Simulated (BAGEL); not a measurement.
# BCl3 (boron trichloride) at RI-MP2/STO-3G (density fitting with svp-jkfit)

Aim: vibrational wavenumbers of BCl3 (boron trichloride). 

The calculation is run with BAGEL 1.2.2.

1 further run of the same task is left out (it didn't finish).

## 1. Starting point

BCl3: 4 atoms, total charge 0, spin state singlet. SMILES: `ClB(Cl)Cl`. Geometry: relaxed at GFN2-xTB.

Bond lengths: B1–Cl2 1.722 Å, B1–Cl3 1.723 Å, B1–Cl4 1.724 Å. Angles: Cl2–B1–Cl3 120.0°, Cl2–B1–Cl4 120.0°, Cl3–B1–Cl4 120.0°.

## 2. Vibrational wavenumbers at RI-MP2/STO-3G (density fitting with svp-jkfit)

Input file calc.json:

```json
{ "bagel" : [

{
  "title" : "molecule",
  "basis" : "sto-3g",
  "df_basis" : "svp-jkfit",
  "angstrom" : true,
  "geometry" : [
    { "atom" : "B", "xyz" : [    0.000530,    0.000400,    0.004030 ] },
    { "atom" : "Cl", "xyz" : [    1.722160,   -0.027500,    0.011870 ] },
    { "atom" : "Cl", "xyz" : [   -0.837250,    1.505610,   -0.018540 ] },
    { "atom" : "Cl", "xyz" : [   -0.885440,   -1.478510,    0.002640 ] }
  ]
},
{
  "title" : "hessian",
  "method" : [
    {
      "title" : "mp2",
      "ncore" : 16
    }
  ]
}

]}
```

Started as:

```bash
$ BAGEL_NUM_THREADS=1 BAGEL calc.json > calc.out
```

The log of the run:

```text
* using 1 threads per process

  ===============================================================
  ===============================================================

  *** Geometry ***

  { "atom" : "B", "xyz" : [      0.001002,      0.000756,      0.007616 ] },
  { "atom" : "Cl", "xyz" : [      3.254411,     -0.051967,      0.022431 ] },
  { "atom" : "Cl", "xyz" : [     -1.582173,      2.845191,     -0.035036 ] },
  { "atom" : "Cl", "xyz" : [     -1.673239,     -2.793979,      0.004989 ] },

  Number of auxiliary basis functions:      459

  Since a DF basis is specified, we compute 2- and 3-index integrals:
    o Being stored without compression. Storage requirement is 0.004 GB

  Number of basis functions:       32
  Number of electrons      :       56

    * METHOD: MOLECULE                             0.13

  The Hessian will be computed with central gradient differences (analytical gradients)
  Finite difference displacement (dx) is 0.00100000 bohr

  ++ Hessian ++

                         0                   1                   2                   3                   4                   5
     0        0.5270092192       -0.0010232960        0.0035156683       -0.3312890393        0.0050249951       -0.0014156072
     1       -0.0010233846        0.5241125784       -0.0033524633        0.0050650430       -0.0205508015        0.0000239201
     2        0.0035158108       -0.0033525462        0.0616634378       -0.0016313643        0.0000272078       -0.0203608139
     3       -0.3312894103        0.0050651642       -0.0016311518        0.3896048164       -0.0058179152        0.0020994750
     4        0.0050250537       -0.0205501501        0.0000271865       -0.0058179537        0.0316698222       -0.0002692326
     5       -0.0014156234        0.0000238191       -0.0203608143        0.0020995609       -0.0002692186       -0.0015303906
     6       -0.0937704838        0.1313743134       -0.0018666220       -0.0285175882        0.0290259065       -0.0005428976
     7        0.1314492222       -0.2566931019        0.0033536013        0.0126442928       -0.0062129323        0.0002821097
     8       -0.0019719937        0.0035409134       -0.0205706049       -0.0003176899        0.0003419253        0.0109487896
     9       -0.1019492304       -0.1354160456       -0.0000179015       -0.0297986106       -0.0282329977       -0.0001409730
    10       -0.1354510060       -0.2468694292       -0.0000283218       -0.0118913099       -0.0049060806       -0.0000367970
    11       -0.0001279832       -0.0002123782       -0.0207320230       -0.0001504563       -0.0000998764        0.0109424186

                         6                   7                   8                   9                  10                  11
     0       -0.0937707583        0.1314484566       -0.0019719106       -0.1019494215       -0.1354501557       -0.0001281506
     1        0.1313739357       -0.2566927480        0.0035409031       -0.1354155942       -0.2468690289       -0.0002123599
     2       -0.0018665917        0.0033535226       -0.0205706013       -0.0000178549       -0.0000281842       -0.0207320227
     3       -0.0285171679        0.0126446746       -0.0003178509       -0.0297982642       -0.0118919235       -0.0001504722
     4        0.0290260883       -0.0062132935        0.0003419285       -0.0282331882       -0.0049063791       -0.0000998824
     5       -0.0005429439        0.0002822265        0.0109487869       -0.0001409937       -0.0000368270        0.0109424182
     6        0.1160496188       -0.1514852124        0.0024152137        0.0062384280       -0.0089150076       -0.0000056940
     7       -0.1514851573        0.3038173449       -0.0041283743        0.0073916423       -0.0409113406        0.0004926634
     8        0.0024151773       -0.0041282840       -0.0013076146       -0.0001254937        0.0002454454        0.0109294307
     9        0.0062384615        0.0073917477       -0.0001254449        0.1255093736        0.1562572956        0.0002843194
    10       -0.0089148637       -0.0409112910        0.0002455429        0.1562571796        0.2926868426       -0.0001804241
    11       -0.0000057825        0.0004927877        0.0109294288        0.0002842220       -0.0001805331       -0.0011398244

  ++ Mass Weighted Hessian ++

                         0                   1                   2                   3                   4                   5
     0        0.0487520092       -0.0000946620        0.0003252237       -0.0169226248        0.0002566825       -0.0000723108
     1       -0.0000946702        0.0484840498       -0.0003101261        0.0002587282       -0.0010497586        0.0000012219
     2        0.0003252369       -0.0003101338        0.0057042958       -0.0000833320        0.0000013898       -0.0010400538
     3       -0.0169226437        0.0002587344       -0.0000833211        0.0109893328       -0.0001641022        0.0000592185
     4        0.0002566855       -0.0010497253        0.0000013887       -0.0001641033        0.0008932903       -0.0000075941
     5       -0.0000723117        0.0000012167       -0.0010400538        0.0000592210       -0.0000075937       -0.0000431667
     6       -0.0047899041        0.0067107509       -0.0000953492       -0.0008043773        0.0008187151       -0.0000153132
     7        0.0067145773       -0.0131121786        0.0001713058        0.0003566494       -0.0001752442        0.0000079573
     8       -0.0001007317        0.0001808739       -0.0010507701       -0.0000089609        0.0000096445        0.0003088255
     9       -0.0052076838       -0.0069172072       -0.0000009144       -0.0008405103       -0.0007963500       -0.0000039763
    10       -0.0069189930       -0.0126103741       -0.0000014467       -0.0003354105       -0.0001383827       -0.0000010379
    11       -0.0000065375       -0.0000108485       -0.0010590156       -0.0000042438       -0.0000028171        0.0003086458

                         6                   7                   8                   9                  10                  11
     0       -0.0047899181        0.0067145382       -0.0001007275       -0.0052076936       -0.0069189496       -0.0000065461
     1        0.0067107316       -0.0131121605        0.0001808734       -0.0069171841       -0.0126103537       -0.0000108476
     2       -0.0000953476        0.0001713018       -0.0010507699       -0.0000009120       -0.0000014397       -0.0010590155
     3       -0.0008043654        0.0003566602       -0.0000089654       -0.0008405005       -0.0003354278       -0.0000042443
     4        0.0008187202       -0.0001752544        0.0000096446       -0.0007963554       -0.0001383911       -0.0000028173
     5       -0.0000153145        0.0000079606        0.0003088254       -0.0000039769       -0.0000010388        0.0003086458
     6        0.0032733371       -0.0042728461        0.0000681244        0.0001759633       -0.0002514599       -0.0000001606
     7       -0.0042728445        0.0085695807       -0.0001164464        0.0002084913       -0.0011539599        0.0000138962
     8        0.0000681234       -0.0001164439       -0.0000368830       -0.0000035397        0.0000069231        0.0003082794
     9        0.0001759643        0.0002084943       -0.0000035383        0.0035401623        0.0044074492        0.0000080196
    10       -0.0002514558       -0.0011539585        0.0000069259        0.0044074459        0.0082556298       -0.0000050891
    11       -0.0000001631        0.0000138997        0.0003082794        0.0000080169       -0.0000050922       -0.0000321503

    (masses averaged over the natural occurance of isotopes)

  ++ Symmetrized Mass Weighted Hessian ++

                         0                   1                   2                   3                   4                   5
     0        0.0487520092       -0.0000946661        0.0003252303       -0.0169226343        0.0002566840       -0.0000723113
     1       -0.0000946661        0.0484840498       -0.0003101299        0.0002587313       -0.0010497419        0.0000012193
     2        0.0003252303       -0.0003101299        0.0057042958       -0.0000833265        0.0000013893       -0.0010400538
     3       -0.0169226343        0.0002587313       -0.0000833265        0.0109893328       -0.0001641027        0.0000592198
     4        0.0002566840       -0.0010497419        0.0000013893       -0.0001641027        0.0008932903       -0.0000075939
     5       -0.0000723113        0.0000012193       -0.0010400538        0.0000592198       -0.0000075939       -0.0000431667
     6       -0.0047899111        0.0067107412       -0.0000953484       -0.0008043714        0.0008187177       -0.0000153138
     7        0.0067145578       -0.0131121695        0.0001713038        0.0003566548       -0.0001752493        0.0000079589
     8       -0.0001007296        0.0001808737       -0.0010507700       -0.0000089631        0.0000096445        0.0003088254
     9       -0.0052076887       -0.0069171957       -0.0000009132       -0.0008405054       -0.0007963527       -0.0000039766
    10       -0.0069189713       -0.0126103639       -0.0000014432       -0.0003354192       -0.0001383869       -0.0000010383
    11       -0.0000065418       -0.0000108481       -0.0010590155       -0.0000042440       -0.0000028172        0.0003086458

                         6                   7                   8                   9                  10                  11
     0       -0.0047899111        0.0067145578       -0.0001007296       -0.0052076887       -0.0069189713       -0.0000065418
     1        0.0067107412       -0.0131121695        0.0001808737       -0.0069171957       -0.0126103639       -0.0000108481
     2       -0.0000953484        0.0001713038       -0.0010507700       -0.0000009132       -0.0000014432       -0.0010590155
     3       -0.0008043714        0.0003566548       -0.0000089631       -0.0008405054       -0.0003354192       -0.0000042440
     4        0.0008187177       -0.0001752493        0.0000096445       -0.0007963527       -0.0001383869       -0.0000028172
     5       -0.0000153138        0.0000079589        0.0003088254       -0.0000039766       -0.0000010383        0.0003086458
     6        0.0032733371       -0.0042728453        0.0000681239        0.0001759638       -0.0002514579       -0.0000001619
     7       -0.0042728453        0.0085695807       -0.0001164451        0.0002084928       -0.0011539592        0.0000138980
     8        0.0000681239       -0.0001164451       -0.0000368830       -0.0000035390        0.0000069245        0.0003082794
     9        0.0001759638        0.0002084928       -0.0000035390        0.0035401623        0.0044074475        0.0000080182
    10       -0.0002514579       -0.0011539592        0.0000069245        0.0044074475        0.0082556298       -0.0000050906
    11       -0.0000001619        0.0000138980        0.0003082794        0.0000080182       -0.0000050906       -0.0000321503

    * Projecting out translational and rotational degrees of freedom

 Mass Weighted Hessian Eigenvalues
  -0.00000  -0.00000  -0.00000  -0.00000   0.00000   0.00000   0.00275   0.00276   0.00628   0.01237   0.05742   0.05781

  ++ Mass Weighted Hessian Eigenvectors ++

                         0                   1                   2                   3                   4                   5
     0        0.0005939932       -0.0006545971        0.0009228915        0.0000828692       -0.1001799947       -0.2867470312
     1        0.0007666917       -0.0005333281       -0.0008821083       -0.0331681139        0.2850293182       -0.0995894677
     2       -0.0001658118        0.0001267617       -0.0000336848        0.3019267584        0.0313393446       -0.0108616816
     3        0.0092060329        0.0040680531        0.0043451743        0.0001500745       -0.1814239644       -0.5192931317
     4        0.3875124651        0.4277155723       -0.0049366586       -0.0600667902        0.5161823878       -0.1803545318
     5       -0.4116319321        0.3717567164       -0.5990956660        0.5467833019        0.0567549259       -0.0196702854
     6       -0.3402762663       -0.3726029843       -0.0053873895        0.0001500743       -0.1814239643       -0.5192931317
     7       -0.1912741126       -0.2052522765        0.0061691844       -0.0600667900        0.5161823879       -0.1803545318
     8       -0.1782667658        0.1628749026        0.7799229384        0.5467833291        0.0567549250       -0.0196702912
     9        0.3307422380        0.3688963914        0.0005325986        0.0001500744       -0.1814239644       -0.5192931317
    10       -0.1966617097       -0.2221687988       -0.0007454343       -0.0600667901        0.5161823879       -0.1803545318
    11        0.5899902570       -0.5347016152       -0.1808087078        0.5467833102        0.0567549256       -0.0196702871

                         6                   7                   8                   9                  10                  11
     0       -0.0808056874       -0.2459601485        0.0071998132       -0.0015766458        0.2821782502       -0.8723724131
     1       -0.2462325003        0.0807057922       -0.0068773405       -0.0011625584        0.8723145382        0.2821582525
     2        0.0011660388       -0.0024420142       -0.9526397372       -0.0108876679       -0.0041831346       -0.0086154131
     3       -0.1410102893       -0.4876672050        0.0052721082       -0.5770054943       -0.0963374778        0.3120136785
     4        0.5785480884       -0.1712106871        0.0011477867        0.0094958329       -0.0096930380       -0.0085229652
     5       -0.0053367279       -0.0027252990        0.1755464478       -0.0024258081       -0.0003465759        0.0014107788
     6        0.5544709686        0.1765379330       -0.0045266140        0.2809609751        0.1009475786        0.1225412197
     7       -0.0857063546        0.5253046960        0.0070323159       -0.5042512069       -0.1990567875       -0.2035551114
     8        0.0046046409       -0.0022369318        0.1752935089        0.0077670889        0.0029208948        0.0031631457
     9       -0.3688408113        0.4469453229       -0.0047211391        0.2969151229       -0.1604253245        0.0471580001
    10       -0.3568752937       -0.3986587161       -0.0043825230        0.4953973239       -0.2729311151        0.0562738953
    11        0.0000882153        0.0063106798        0.1751955322        0.0006707503       -0.0002644454        0.0001833966

    * Vibrational frequencies, IR intensities, and corresponding cartesian eigenvectors

                                    0                   1                   2                   3                   4                   5
      Freq (cm-1)                0.00                0.00                0.00                0.00                0.00                0.00

 IR Int. (km/mol)                0.00                0.00                0.00                0.00                0.00                0.00
     Rel. IR Int.                0.00                0.00                0.00                0.00                0.00                0.00

                0             0.00018            -0.00020             0.00028             0.00003            -0.03047            -0.08721
                1             0.00023            -0.00016            -0.00027            -0.01009             0.08669            -0.03029
                2            -0.00005             0.00004            -0.00001             0.09183             0.00953            -0.00330
                3             0.00155             0.00068             0.00073             0.00003            -0.03047            -0.08721
                4             0.06508             0.07183            -0.00083            -0.01009             0.08669            -0.03029
                5            -0.06913             0.06244            -0.10062             0.09183             0.00953            -0.00330
                6            -0.05715            -0.06258            -0.00090             0.00003            -0.03047            -0.08721
                7            -0.03212            -0.03447             0.00104            -0.01009             0.08669            -0.03029
                8            -0.02994             0.02735             0.13099             0.09183             0.00953            -0.00330
                9             0.05555             0.06196             0.00009             0.00003            -0.03047            -0.08721
               10            -0.03303            -0.03731            -0.00013            -0.01009             0.08669            -0.03029
               11             0.09909            -0.08980            -0.03037             0.09183             0.00953            -0.00330

                                    6                   7                   8                   9                  10                  11
      Freq (cm-1)              269.67              269.91              407.30              571.70             1231.84             1235.95

 IR Int. (km/mol)                5.70                5.67               42.75                0.01              350.15              350.45
     Rel. IR Int.                1.63                1.62               12.20                0.00               99.91              100.00

                0            -0.02458            -0.07481             0.00219            -0.00048             0.08582            -0.26533
                1            -0.07489             0.02455            -0.00209            -0.00035             0.26531             0.08582
                2             0.00035            -0.00074            -0.28974            -0.00331            -0.00127            -0.00262
                3            -0.02368            -0.08190             0.00089            -0.09691            -0.01618             0.05240
                4             0.09717            -0.02875             0.00019             0.00159            -0.00163            -0.00143
                5            -0.00090            -0.00046             0.02948            -0.00041            -0.00006             0.00024
                6             0.09312             0.02965            -0.00076             0.04719             0.01695             0.02058
                7            -0.01439             0.08822             0.00118            -0.08469            -0.03343            -0.03419
                8             0.00077            -0.00038             0.02944             0.00130             0.00049             0.00053
                9            -0.06195             0.07506            -0.00079             0.04987            -0.02694             0.00792
               10            -0.05994            -0.06695            -0.00074             0.08320            -0.04584             0.00945
               11             0.00001             0.00106             0.02942             0.00011            -0.00004             0.00003

  ** CAUTION ** Reference object being created by Hessian is only valid for printing!

    * METHOD: HESSIAN                             29.38

  ===============================================================
```

Wall time 30 s (1 thread of Arm Neoverse V1, shared host); peak memory 0.24 GiB.

## 3. What came out

Level: RI-MP2/STO-3G (density fitting with svp-jkfit), 16 core orbitals frozen.

| quantity | value |
| --- | --- |
| lowest harmonic wavenumber | 270 cm⁻¹ |
| highest harmonic wavenumber | 1236 cm⁻¹ |
| zero-point energy | 23.8 kJ/mol |

In words: All 6 modes are real. The vibrations are taken at a shape not relaxed at this level, so they aren't the harmonic values of a minimum.
